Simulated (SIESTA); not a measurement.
**W in SIESTA: the effect of functional**

W, a slab with vacuum:

```
W
1.0
     2.87085    0.00000    0.00000
     0.00000    2.87085    0.00000
     0.00000    0.00000   25.15000
W
6
Direct
  0.50000 0.50000 0.29821
  0.00000 0.00000 0.37893
  0.50000 0.50000 0.45964
  0.00000 0.00000 0.54036
  0.50000 0.50000 0.62107
  0.00000 0.00000 0.70179
```

The slab is cut from a database's or a generator's crystal, which needn't be the stable form of the element.

Alike in all runs:

```yaml
Program: SIESTA 5.4.2
Task: band structure
Potentials_or_basis: PseudoDojo 0.4 standard (PBE files)
Basis: DZP (energy shift 0.003 Ry; two zetas on semicore shells)
Grid_cutoff: 800 Ry
Energy_shift: 0.003 Ry
k_mesh: 9 × 9 × 1
Occupations: fermi-dirac, width 0.05 eV
Spin: no spin polarisation
```

```tsv
functional	largest force (eV/Å)
vdW-DF	0.21
vdW-DF2	0.56
optB88-vdW	0.16
vdW-DF-C09	0.46
vdW-DF-cx	?
VV10	0.20
```

Problem. What does the run with functional vdW-DF-cx give?

Solution. Largest force 0.43 eV/Å.

Caveats: the potentials were made for another functional, which shifts forces and pressure; the non-local part is tabulated coarsely and may be off by about a percent (some runs).

Runs at the PBE level aren't shown here.
